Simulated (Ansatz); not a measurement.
# C3H9AlSi: a ladder of functionals and wavefunction methods

An exercise on one series of results from a longer session: the logs are not shown, and one member is left open.

Computed with Ansatz 0.2.0, Gaussian basis. Level: functionals in def2-TZVPP, the program's frozen cores in correlated methods.

Levels to be run: PBE-D4, r2SCAN-D4, PBE0-D4, B3LYP-D4, ωB97X-V, ωB97M-V, B2PLYP; CCSD(T)/def2-TZVPP; MP2/def2-QZVPP; extrapolation to the limit.

**The relaxed structure**

An earlier PBE0-D4 in a triple-zeta def2 set relaxation fixed the geometry.

SMILES `CC1[CH2][AlH][SiH2]1`, 14 atoms, charge 0, spin multiplicity 1.

Atoms are counted from 1 here; the program's logs count them from 0.

Bond lengths: C1–C2 1.521 Å, C1–H6 1.094 Å, C1–H7 1.094 Å, C1–H8 1.095 Å, C2–C3 1.554 Å, C2–Si5 1.928 Å, C2–H9 1.100 Å, C3–Al4 1.975 Å, C3–H10 1.094 Å, C3–H11 1.101 Å, Al4–Si5 2.417 Å, Al4–H12 1.591 Å, Si5–H13 1.492 Å, Si5–H14 1.496 Å. Angles: C2–C1–H6 110.6°, C2–C1–H7 112.0°, C2–C1–H8 111.3°, H6–C1–H7 107.5°, H6–C1–H8 107.5°, H7–C1–H8 107.8°, C1–C2–C3 114.4°, C1–C2–Si5 117.5°, C1–C2–H9 108.8°, C3–C2–Si5 103.2°, C3–C2–H9 107.7°, Si5–C2–H9 104.4°, C2–C3–Al4 97.6°, C2–C3–H10 113.6°, C2–C3–H11 109.0°, Al4–C3–H10 123.0°, Al4–C3–H11 106.8°, H10–C3–H11 106.1° and more.

The first run:

in.yaml reads:

```yaml
crystal:
  periodic: [false, false, false]
  atoms:
    - {symbol: C, position_ang: [-1.017755, -0.896160, 1.161353]}
    - {symbol: C, position_ang: [-0.022759, 0.065791, 0.529441]}
    - {symbol: C, position_ang: [1.145969, -0.625854, -0.226480]}
    - {symbol: Al, position_ang: [1.565403, 0.852284, -1.466672]}
    - {symbol: Si, position_ang: [-0.699023, 1.324903, -0.764465]}
    - {symbol: H, position_ang: [-1.501841, -1.507801, 0.394163]}
    - {symbol: H, position_ang: [-1.804839, -0.369453, 1.708046]}
    - {symbol: H, position_ang: [-0.521965, -1.578031, 1.860550]}
    - {symbol: H, position_ang: [0.414940, 0.693412, 1.319040]}
    - {symbol: H, position_ang: [1.889752, -1.077239, 0.436229]}
    - {symbol: H, position_ang: [0.740436, -1.448074, -0.836666]}
    - {symbol: H, position_ang: [2.852069, 1.305409, -2.285247]}
    - {symbol: H, position_ang: [-1.305114, 2.564052, -0.195734]}
    - {symbol: H, position_ang: [-1.748274, 0.667459, -1.604853]}
basis:
  gaussian: {orbitals: def2-TZVPP}
hamiltonian: {xc: pbe, dispersion: d4}
output: {forces: true, orbitals: {seedname: orbitals}}
```

The run is started by

```bash
ansatz run in.yaml --threads 4 --pin off --events-out ev --progress --plain --max-ram 10444MiB
```

Steps of the session up to this table: PBE-D4 (GGA); r2SCAN-D4 (meta-GGA); PBE0-D4 (hybrid); B3LYP-D4 (hybrid); ωB97X-V (range-separated); ωB97M-V (range-separated); B2PLYP (double hybrid); CCSD(T) in def2-TZVPP; MP2 in def2-QZVPP.

One table of the session follows, with a row left open; its other results are not shown here.

```
            method  atomisation energy (eV)
            PBE-D4                   51.568
         r2SCAN-D4                   51.176
           PBE0-D4                   51.176
          B3LYP-D4                   50.913
           ωB97X-V                   51.246
           ωB97M-V                   51.118
            B2PLYP                   50.330
     HF/def2-TZVPP                   38.353
    MP2/def2-TZVPP                        ?
   CCSD/def2-TZVPP                   49.222
CCSD(T)/def2-TZVPP                   49.850
           MP2/CBS                   51.322
       CCSD(T)/CBS                   51.008
```

**Question.** Estimate the row for MP2/def2-TZVPP.

**Answer.** atomisation energy (eV): 50.164. In the column «atomisation energy (eV)» it lies between CCSD(T)/def2-TZVPP (49.850) and B2PLYP (50.330).

Caveats from the session: Free atoms (3 C, 1 Al, 1 Si, 9 H) were run apart at each level; the atomisation energy is their sum less the molecule, without zero-point or spin-orbit terms.
